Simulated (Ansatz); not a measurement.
This script drives the Ansatz DFT code, driven from Python.

The script, `run_methods.py`:
```python
"""One geometry of ClGeH4NSi, method by method."""

import warnings

import ansatz as az

GEOMETRY = """
Cl   -2.03680   -1.73080    0.55740
Ge   -0.49920   -0.30040    1.03070
N    -0.37670    0.99950   -0.33600
Si    1.15970   -0.00100   -0.62860
H    -0.41030    0.38000    2.40200
H    -1.04640    0.76670   -1.05590
H     2.34950    0.66420   -0.19940
H     0.95250   -0.83540   -1.82610
"""

warnings.simplefilter("ignore", az.DeckWarning)

system = az.Crystal.molecule()
for line in GEOMETRY.strip().splitlines():
    symbol, *xyz = line.split()
    system = system.atom(symbol, [float(v) for v in xyz])

setup = system.calculation().basis(gaussian="def2-SVP")

methods = ["mp2", "ccsd", "ccsd_t"]
reports = [setup.correlation(m).run(threads=1, backend="cpu").report for m in methods]
print(f"Hartree-Fock reference {reports[0]['reference_energy_ev'] / 27.211386246:.6f} Ha")
best = reports[-1]["free_energy_ev"] - reports[-1]["reference_energy_ev"]
for method, each in zip(methods, reports):
    gained = each["free_energy_ev"] - each["reference_energy_ev"]
    print(f"{method:8s} total {each['free_energy_ev'] / 27.211386246:.6f} Ha  correlation {gained:9.4f} eV  ({100 * gained / best:.1f} % of the last)")
```

It is started by `python run_methods.py`. How long does it take on 1 thread of Arm Neoverse V1 (shared host), and how much memory does it need?

It took about 28 s, with a peak of 0.43 GiB, for 3 runs of the engine.

Running `python run_methods.py` prints:
```text
Hartree-Fock reference -2880.025872 Ha
mp2      total -2880.651740 Ha  correlation  -17.0307 eV  (91.9 % of the last)
ccsd     total -2880.685605 Ha  correlation  -17.9523 eV  (96.9 % of the last)
ccsd_t   total -2880.706780 Ha  correlation  -18.5285 eV  (100.0 % of the last)
```

Total energies depend on the basis set; only differences at equal settings carry meaning. The geometry is a force-field or estimated start, not a minimum of this method, and the basis set is short of its limit. A lower total doesn't mark the better method: functionals have no common bound, and MP2 and coupled cluster aren't variational. Inner cores stay frozen; a filled d shell under the valence of the heavier atoms is correlated with it.

(Lines on the test bed's own set-up are left out of the output.)
